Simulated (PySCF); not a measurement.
# C2H10NPSi2: NMR shifts at several levels of theory

How much do the NMR shifts of C2H10NPSi2 (`C=C[SiH2]N[SiH2]P`) depend on the level of theory, and what does each level cost?

The runs use PySCF 2.14.0, with density-fitted response routines of our own; the level of theory stands in each step. All values are computed, except where a source is named. Atoms are numbered from 0 throughout.

### 1 The molecule as given

16 atoms, charge 0, multiplicity 1; geometry from: GFN2-xTB.

Bonds of the start (Å): C0–C1 1.32, C1–Si2 1.88, Si2–N3 1.74, N3–Si4 1.72, Si4–P5 2.24, C0–H6 1.08, C0–H7 1.08, C1–H8 1.08, Si2–H9 1.46, Si2–H10 1.47, N3–H11 1.01, Si4–H12 1.47, Si4–H13 1.47, P5–H14 1.38, P5–H15 1.38.

### 2 Relaxing the molecule at PBE0-D3(BJ)/def2-SVP

Job settings and geometry (Å):

```
{"job": {"xc": "PBE0", "basis": "def2-SVP", "d3": "d3bj", "grid": 1, "kind": "geom"}, "charge": 0, "multiplicity": 1}
C     -2.873356     1.529038     0.199556
C     -2.345339     0.606044    -0.588521
Si    -1.225481    -0.787328     0.004776
N      0.376542    -0.119092     0.080126
Si     1.846136    -0.934672     0.463608
P      3.422470     0.654145     0.356016
H     -2.701216     1.529455     1.264024
H     -3.501689     2.325379    -0.171254
H     -2.561782     0.657113    -1.648870
H     -1.200611    -1.892593    -0.955687
H     -1.628960    -1.270684     1.330100
H      0.426639     0.887593     0.053643
H      2.024759    -2.036804    -0.488127
H      1.841266    -1.485415     1.826026
H      4.467347    -0.204370     0.635191
H      3.625677     0.551133    -1.007350
```

Output:

```text
step   0  E = -1056.41808640  max force = 0.021259
step   1  E = -1056.42373774  max force = 0.004653
step   2  E = -1056.42426347  max force = 0.001561
step   3  E = -1056.42455433  max force = 0.001320
step   4  E = -1056.42529758  max force = 0.006454
step   5  E = -1056.42605417  max force = 0.009629
step   6  E = -1056.42674401  max force = 0.008542
step   7  E = -1056.42734840  max force = 0.001744
step   8  E = -1056.42744896  max force = 0.001235
step   9  E = -1056.42749853  max force = 0.000911
step  10  E = -1056.42758089  max force = 0.001178
step  11  E = -1056.42764110  max force = 0.001138
step  12  E = -1056.42771220  max force = 0.001169
step  13  E = -1056.42775702  max force = 0.000393
step  14  E = -1056.42776970  max force = 0.000354
optimisation converged
```

Run time: 2.4 min. Hardware: 1 thread, shared host.

Step by step:

```
step  energy from step 0 (eV)  largest force component (eV/Å)
   0                   0.0000                          1.0932
   1                  -0.1538                          0.2393
   2                  -0.1681                          0.0803
   3                  -0.1760                          0.0679
   4                  -0.1962                          0.3319
   5                  -0.2168                          0.4951
   6                  -0.2356                          0.4392
   7                  -0.2520                          0.0897
   8                  -0.2548                          0.0635
   9                  -0.2561                          0.0468
  10                  -0.2584                          0.0606
  11                  -0.2600                          0.0585
  12                  -0.2619                          0.0601
  13                  -0.2632                          0.0202
  14                  -0.2635                          0.0182
```

Distances of close pairs at the start and the end, largest changes first:

```
   bond  before (Å)  after (Å)  change (Å)
 P5–H14       1.381      1.430      +0.049
 P5–H15       1.382      1.429      +0.047
Si2–H10       1.467      1.499      +0.032
 Si2–H9       1.464      1.494      +0.029
Si4–H13       1.470      1.499      +0.029
Si4–H12       1.467      1.493      +0.026
 Si4–P5       2.241      2.266      +0.025
  C0–H6       1.078      1.097      +0.018
```

The end geometry stands in the next job.

```
                         at the end point                value
  point group (found at 0.08 Å tolerance)                   C1
rotational constants (GHz, main isotopes)  4.007, 0.683, 0.609
                        dipole moment (D)                 0.86
```

### 3 NMR shieldings: PBE0/cc-pVDZ

Job settings and geometry (Å):

```
{"job": {"kind": "nmr", "xc": "PBE0", "basis": "cc-pVDZ", "pop": true}, "charge": 0, "multiplicity": 1}
C     -3.199138     1.367318    -0.118311
C     -2.003981     0.906165    -0.506035
Si    -1.177693    -0.563771     0.296444
N      0.381896    -0.131683     0.947146
Si     1.927409    -0.892822     0.716511
P      3.414675     0.669486     0.022566
H     -3.758728     0.899402     0.700681
H     -3.678527     2.229318    -0.596352
H     -1.490047     1.419187    -1.330581
H     -0.917557    -1.653133    -0.692035
H     -2.125856    -1.062218     1.345077
H      0.385163     0.681422     1.560067
H      1.722782    -2.006422    -0.256359
H      2.500066    -1.457595     1.981082
H      4.481837    -0.269005    -0.135921
H      3.011138     0.602778    -1.346514
```

With the program's defaults for keys left out, this is: GIAO PBE0/cc-pVDZ NMR shielding, non-relativistic, gas phase.

Output:

```text
coarse grid: 14312 points
cycle   1  E = -1056.7246273173  dE =  2.491e-01  |g| = 4.646e-01  |ddm| = 6.910e+00
cycle   2  E = -1056.6845411765  dE =  4.009e-02  |g| = 6.204e-01  |ddm| = 1.707e+00
cycle   3  E = -1056.7749111318  dE = -9.037e-02  |g| = 8.446e-02  |ddm| = 9.261e-01
cycle   4  E = -1056.7766889128  dE = -1.778e-03  |g| = 2.568e-02  |ddm| = 1.758e-01
cycle   5  E = -1056.7768673814  dE = -1.785e-04  |g| = 7.451e-03  |ddm| = 5.442e-02
cycle   6  E = -1056.7768807314  dE = -1.335e-05  |g| = 3.247e-03  |ddm| = 1.481e-02
cycle   7  E = -1056.7768835406  dE = -2.809e-06  |g| = 4.350e-04  |ddm| = 5.176e-03
final grid: 122912 points
cycle   8  E = -1056.7969306840  dE = -1.144e-05  |g| = 6.919e-03  |ddm| = 4.638e-02
cycle   9  E = -1056.7969223550  dE =  8.329e-06  |g| = 9.217e-03  |ddm| = 2.651e-02
cycle  10  E = -1056.7969431628  dE = -2.081e-05  |g| = 1.120e-03  |ddm| = 1.459e-02
cycle  11  E = -1056.7969434874  dE = -3.245e-07  |g| = 1.128e-04  |ddm| = 1.894e-03
cycle  12  E = -1056.7969434897  dE = -2.346e-09  |g| = 7.001e-05  |ddm| = 2.762e-04
cycle  13  E = -1056.7969434910  dE = -1.258e-09  |g| = 1.984e-05  |ddm| = 1.273e-04
cycle  14  E = -1056.7969434911  dE = -1.060e-10  |g| = 4.603e-06  |ddm| = 3.794e-05
converged SCF energy = -1056.7969434911

GIAO shielding tensors (ppm)
atom      isotropic    diamagn.    paramagn.     s11        s22        s33       span
  0 C       58.971     252.123    -193.152    -59.797     62.150    174.561    234.357
  1 C       60.919     254.101    -193.182    -50.503     50.107    183.153    233.656
  2 Si     440.016     885.840    -445.824    409.697    437.660    472.691     62.994
  3 N      254.842     309.234     -54.392    238.711    246.627    279.187     40.476
  4 Si     440.116     883.185    -443.069    390.253    431.705    498.392    108.139
  5 P      626.620     967.514    -340.894    561.970    628.907    688.984    127.014
  6 H       25.030      30.588      -5.558     21.207     24.701     29.183      7.976
  7 H       24.967      27.739      -2.772     21.599     24.551     28.749      7.150
  8 H       24.945      32.337      -7.392     21.792     24.910     28.134      6.342
  9 H       26.362      31.978      -5.616     23.104     25.939     30.044      6.940
 10 H       26.450      31.328      -4.878     22.731     25.064     31.555      8.825
 11 H       32.072      32.340      -0.268     23.287     31.190     41.739     18.452
 12 H       25.877      31.062      -5.185     22.164     25.615     29.853      7.689
 13 H       26.022      28.771      -2.749     21.472     24.970     31.626     10.154
 14 H       30.003      27.849       2.154     25.490     26.524     37.995     12.505
 15 H       29.726      30.820      -1.093     24.999     27.641     36.538     11.539
```

Run time: 19 s. Hardware: 1 thread, shared host.

Shifts follow as δ = σ(reference) − σ, with reference shieldings (ppm) from runs at the same level and on the same kind of geometry: 1H TMS 31.29, 13C TMS 196.8, 29Si TMS 418.6, 15N NH3 273.1, 31P H3PO4 389.4. The references are single molecules in the gas phase, so shifts against H2O, NH3, PH3, H3PO4 or CFCl3 are not on the usual liquid scales and can be off by tens of ppm. Atoms listed in one row are averaged.

```
   atoms                            environment  σ (ppm)  δ (ppm)
      C0                   terminal =CH2 carbon     59.0    137.8
      C1                              alkene CH     60.9    135.8
      H8               hydrogen on an alkene CH    24.95     6.34
      H7     hydrogen on a terminal =CH2 carbon    24.97     6.32
      H6     hydrogen on a terminal =CH2 carbon    25.03     6.26
H12, H13   hydrogen on a silicon bonded to N, P    25.95     5.34
 H9, H10   hydrogen on a silicon bonded to C, N    26.41     4.88
H14, H15  hydrogen on a phosphorus bonded to Si    29.86     1.43
     H11  hydrogen on a nitrogen bonded to 2 Si    32.07    -0.78
     Si2            silicon bonded to C, N, 2 H    440.0    -21.4
     Si4            silicon bonded to N, P, 2 H    440.1    -21.5
      N3             nitrogen bonded to 2 Si, H    254.8     18.3
      P5           phosphorus bonded to Si, 2 H    626.6   -237.2
```

Charges from the same density, by scheme (e):

```
atoms  Mulliken    IAO  Hirshfeld  ESP fit
   C0     -0.03  -0.26      -0.07    -0.34
   C1     -0.22  -0.44      -0.14    -0.22
  Si2      0.42   0.86       0.35     0.37
   N3     -0.42  -0.91      -0.31    -0.54
  Si4      0.30   0.70       0.30     0.39
   P5     -0.16  -0.14      -0.03    -0.32
```

Mayer bond orders: C0–C1 1.99, C1–Si2 1.02, Si2–N3 1.10, N3–Si4 1.13, Si4–P5 1.04.

### 4 NMR shieldings: PBE0/aug-cc-pVDZ

Same as in step 3 but for these lines:

```diff
@@ -1,2 +1,2 @@
-{"job": {"kind": "nmr", "xc": "PBE0", "basis": "cc-pVDZ", "pop": true}, "charge": 0, "multiplicity": 1}
+{"job": {"kind": "nmr", "xc": "PBE0", "basis": "aug-cc-pVDZ", "pop": true}, "charge": 0, "multiplicity": 1}
 C     -3.199138     1.367318    -0.118311
```

Level: GIAO PBE0/aug-cc-pVDZ NMR shielding, non-relativistic, gas phase.

Output:

```text
coarse grid: 14312 points
cycle   1  E = -1056.7382823104  dE =  2.414e-01  |g| = 4.722e-01  |ddm| = 9.247e+00
cycle   2  E = -1056.6915698035  dE =  4.671e-02  |g| = 6.459e-01  |ddm| = 2.269e+00
cycle   3  E = -1056.7900482852  dE = -9.848e-02  |g| = 8.680e-02  |ddm| = 1.169e+00
cycle   4  E = -1056.7919144234  dE = -1.866e-03  |g| = 2.774e-02  |ddm| = 2.348e-01
cycle   5  E = -1056.7921253354  dE = -2.109e-04  |g| = 7.411e-03  |ddm| = 8.234e-02
cycle   6  E = -1056.7921389829  dE = -1.365e-05  |g| = 3.156e-03  |ddm| = 1.785e-02
cycle   7  E = -1056.7921415849  dE = -2.602e-06  |g| = 5.757e-04  |ddm| = 6.304e-03
final grid: 122912 points
cycle   8  E = -1056.8122321869  dE = -1.635e-05  |g| = 7.018e-03  |ddm| = 1.486e-01
cycle   9  E = -1056.8122222373  dE =  9.950e-06  |g| = 9.606e-03  |ddm| = 3.630e-02
cycle  10  E = -1056.8122450455  dE = -2.281e-05  |g| = 1.161e-03  |ddm| = 1.881e-02
cycle  11  E = -1056.8122453940  dE = -3.485e-07  |g| = 1.338e-04  |ddm| = 2.619e-03
cycle  12  E = -1056.8122453977  dE = -3.695e-09  |g| = 7.618e-05  |ddm| = 4.011e-04
cycle  13  E = -1056.8122453991  dE = -1.446e-09  |g| = 2.382e-05  |ddm| = 1.678e-04
cycle  14  E = -1056.8122453993  dE = -1.492e-10  |g| = 4.871e-06  |ddm| = 5.480e-05
converged SCF energy = -1056.8122453993

GIAO shielding tensors (ppm)
atom      isotropic    diamagn.    paramagn.     s11        s22        s33       span
  0 C       58.984     213.086    -154.103    -58.842     61.049    174.744    233.586
  1 C       57.718     208.086    -150.368    -55.684     46.141    182.697    238.381
  2 Si     434.775     893.915    -459.140    401.254    431.202    471.868     70.614
  3 N      251.042     282.233     -31.191    238.764    246.189    268.171     29.407
  4 Si     435.753     893.434    -457.681    382.523    423.963    500.774    118.251
  5 P      628.558     967.870    -339.312    567.454    629.567    688.654    121.200
  6 H       25.004      32.296      -7.293     21.228     24.774     29.010      7.781
  7 H       24.853      35.637     -10.784     21.549     24.440     28.570      7.021
  8 H       24.781      33.716      -8.935     21.327     25.021     27.996      6.669
  9 H       26.328      30.445      -4.117     23.133     26.027     29.823      6.690
 10 H       26.316      27.932      -1.616     22.721     24.937     31.290      8.569
 11 H       31.961      37.519      -5.558     23.869     30.981     41.031     17.162
 12 H       25.764      29.819      -4.056     22.138     25.617     29.536      7.398
 13 H       25.905      27.258      -1.353     21.428     24.893     31.393      9.965
 14 H       29.877      26.355       3.522     25.348     26.514     37.771     12.423
 15 H       29.624      30.670      -1.046     24.939     27.663     36.271     11.332
```

Run time: 39 s. Hardware: 1 thread, shared host.

Key values: δ C1 137.4, C0 136.1, Si2 -18.1, Si4 -19.0, H8 6.61, H7 6.54 ppm.

### 5 NMR shieldings: PBE0/pcSseg-0

Same as in step 4 but for these lines:

```diff
@@ -1,2 +1,2 @@
-{"job": {"kind": "nmr", "xc": "PBE0", "basis": "aug-cc-pVDZ", "pop": true}, "charge": 0, "multiplicity": 1}
+{"job": {"kind": "nmr", "xc": "PBE0", "basis": "pcSseg-0", "pop": true}, "charge": 0, "multiplicity": 1}
 C     -3.199138     1.367318    -0.118311
```

Method: GIAO PBE0/pcSseg-0 NMR shielding, non-relativistic, gas phase.

Output:

```text
coarse grid: 14312 points
cycle   1  E = -1055.2436037388  dE =  1.447e-01  |g| = 4.459e-01  |ddm| = 3.953e+00
cycle   2  E = -1055.2100092249  dE =  3.359e-02  |g| = 5.940e-01  |ddm| = 1.289e+00
cycle   3  E = -1055.2907891559  dE = -8.078e-02  |g| = 8.235e-02  |ddm| = 8.133e-01
cycle   4  E = -1055.2924753960  dE = -1.686e-03  |g| = 2.334e-02  |ddm| = 1.424e-01
cycle   5  E = -1055.2926240909  dE = -1.487e-04  |g| = 6.740e-03  |ddm| = 3.752e-02
cycle   6  E = -1055.2926340078  dE = -9.917e-06  |g| = 3.088e-03  |ddm| = 9.253e-03
final grid: 122912 points
cycle   7  E = -1055.3893071031  dE = -6.987e-06  |g| = 7.056e-03  |ddm| = 2.255e-02
cycle   8  E = -1055.3892882392  dE =  1.886e-05  |g| = 1.121e-02  |ddm| = 1.981e-02
cycle   9  E = -1055.3893196722  dE = -3.143e-05  |g| = 9.332e-04  |ddm| = 1.182e-02
cycle  10  E = -1055.3893199161  dE = -2.439e-07  |g| = 1.433e-04  |ddm| = 1.403e-03
cycle  11  E = -1055.3893199198  dE = -3.708e-09  |g| = 8.510e-05  |ddm| = 2.778e-04
cycle  12  E = -1055.3893199216  dE = -1.738e-09  |g| = 5.861e-06  |ddm| = 9.961e-05
cycle  13  E = -1055.3893199216  dE = -1.592e-11  |g| = 8.958e-07  |ddm| = 1.351e-05
converged SCF energy = -1055.3893199216

GIAO shielding tensors (ppm)
atom      isotropic    diamagn.    paramagn.     s11        s22        s33       span
  0 C       40.187     255.387    -215.200    -91.527     43.248    168.838    260.365
  1 C       49.345     269.100    -219.755    -73.609     37.026    184.620    258.229
  2 Si     387.774     879.588    -491.813    343.015    372.688    447.619    104.604
  3 N      275.345     328.765     -53.420    238.031    258.843    329.162     91.130
  4 Si     394.529     878.531    -484.002    319.263    377.217    487.108    167.845
  5 P      640.844     965.664    -324.820    568.063    635.512    718.957    150.894
  6 H       26.319      30.099      -3.780     22.417     26.344     30.196      7.779
  7 H       26.187      27.808      -1.621     22.786     26.123     29.652      6.865
  8 H       26.557      32.860      -6.303     24.248     25.859     29.564      5.316
  9 H       27.542      29.557      -2.016     23.620     27.069     31.936      8.317
 10 H       27.422      30.281      -2.859     22.884     26.203     33.179     10.294
 11 H       34.716      33.409       1.306     24.120     33.039     46.987     22.867
 12 H       27.366      29.155      -1.789     23.038     26.926     32.134      9.096
 13 H       27.224      28.744      -1.519     21.908     25.975     33.790     11.882
 14 H       31.501      30.997       0.504     26.200     27.729     40.574     14.374
 15 H       31.130      29.362       1.768     25.771     29.085     38.534     12.763
```

Run time: 8.4 s. Hardware: 1 thread, shared host.

In short: δ C0 153.3, C1 144.2, Si2 -39.3, Si4 -46.0, H7 6.64, H6 6.51 ppm.

### 6 Comparing the runs: NMR shifts

Shifts (ppm) of some atoms, chosen among heavy atoms and hydrogens apart, means over like atoms, with basis size and wall time:

```
             run     C0    H9    H11    Si2    Si4    N3      P5  functions   time
    PBE0/cc-pVDZ  137.8  4.88  -0.78  -21.4  -21.5  18.3  -237.2        146   19 s
PBE0/aug-cc-pVDZ  136.1  5.07  -0.57  -18.1  -19.0  18.8  -256.5        240   39 s
   PBE0/pcSseg-0  153.3  5.35  -1.88  -39.3  -46.0  -9.3  -359.4         86  8.4 s
```

### 7 Outcome

```
                                                             quantity                                          value
                                                          point group                                             C1
                                 rotational constants (main isotopes)                           4.01, 0.68, 0.61 GHz
                                13C shifts against TMS (PBE0/cc-pVDZ)                               137.8, 135.8 ppm
1H shifts against TMS (PBE0/cc-pVDZ, means over atoms taken as alike)  6.34, 6.32, 6.26, 5.34, 4.88, 1.43, -0.78 ppm
                               29Si shifts against TMS (PBE0/cc-pVDZ)                               -21.4, -21.5 ppm
                                15N shifts against NH3 (PBE0/cc-pVDZ)                                       18.3 ppm
                              31P shifts against H3PO4 (PBE0/cc-pVDZ)                                     -237.2 ppm
                                             range of the shift of P5                           -359.4 to -237.2 ppm
```

**Reading.** Single values in the summary come from the first run of each kind that ended normally (PBE0/cc-pVDZ), which need not be the best level. Over 14 steps the energy fell by 0.263 eV; of the close pairs, P5–H14 changed most, 1.381 to 1.430 Å. In ppm, P5 moves most: its shift spreads over 122.2 ppm, from -359.4 (PBE0/pcSseg-0) to -237.2 (PBE0/cc-pVDZ). Most of that comes from the computed reference, not from the atom's own shielding.
